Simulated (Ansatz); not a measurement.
Write a Python script for Ansatz 0.2.0, Python API that makes a phonon calculation by linear response of BaNbNO2, space group P4/mmm. Level of theory: PBEsol, PAW, cutoff 422 eV, 4×4×4 k-points, Fermi-Dirac smearing of 0.1 eV.

```yaml
crystal:
  lattice:
    - [4.16900, 0.00000, 0.00000]
    - [0.00000, 4.16900, 0.00000]
    - [0.00000, 0.00000, 4.15121]
  atoms:
    - { symbol: Ba, position: [0.00000, 0.00000, 0.00000] }
    - { symbol: Nb, position: [0.50000, 0.50000, 0.50000] }
    - { symbol: N, position: [0.50000, 0.50000, 0.00000] }
    - { symbol: O, position: [0.00000, 0.50000, 0.50000] }
    - { symbol: O, position: [0.50000, 0.00000, 0.50000] }
```

The script, `dfpt_banbno2.py`:
```python
'''DFPT phonons of BaNbNO2.'''

from pathlib import Path
import warnings

import ansatz as az
import numpy as np

warnings.simplefilter('ignore', az.DeckWarning)

vectors = np.array([
    [4.169004, 0.0, 0.0],
    [0.0, 4.169004, 0.0],
    [0.0, 0.0, 4.151208],
])
banbno2 = (
    az.Lattice.of(vectors)
    .atom('Ba', (0.0, 0.0, 0.0))
    .atom('Nb', (0.5, 0.5, 0.5))
    .atom('N', (0.5, 0.5, 0.0))
    .atom('O', (0.0, 0.5, 0.5))
    .atom('O', (0.5, 0.0, 0.5))
)

setup = (
    banbno2.calculation()
    .functional('PBEsol')
    .basis(31 * az.Ry)
    .occupations('Fermi-Dirac')
    .scf(tolerance=1e-10)
    .kpoints(4, 4, 4)
    .phonons('dfpt')
)
outcome = setup.run(runs_dir='runs')
ph = outcome.phonons

print('Gamma modes (1/cm):', ' '.join(f'{w:.1f}' for w in ph.gamma_omega_inv_cm))
print('in meV:', ' '.join(f'{w * 0.1239842:.2f}' for w in ph.gamma_omega_inv_cm))
```

```console
$ python dfpt_banbno2.py
Gamma modes (1/cm): -525.4 -493.6 -493.6 0.0 0.0 0.0 114.9 114.9 124.3 170.5 170.5 242.2 427.4 434.6 434.6
in meV: -65.15 -61.20 -61.20 0.00 0.00 0.00 14.25 14.25 15.42 21.14 21.14 30.03 52.99 53.89 53.89
```

Notes:
- The run is spin-unpolarised.
- The cell isn't relaxed first, so the values belong to this volume.
- A negative frequency stands for an imaginary mode.
- The gap on the mesh is very small: such values hang on mesh and functional, which can close or open them.
- No non-analytic term is added, so at the zone centre the longitudinal optical modes of a polar crystal aren't split off.
- The structure comes from a database of computed cells and needn't be a stable or known phase.
- The structure is taken as given; imaginary modes can come from an unrelaxed or unstable start.
- Wall time of the script: 71 s on 1 thread of Arm Neoverse V1 (shared host), peak memory 0.59 GiB.
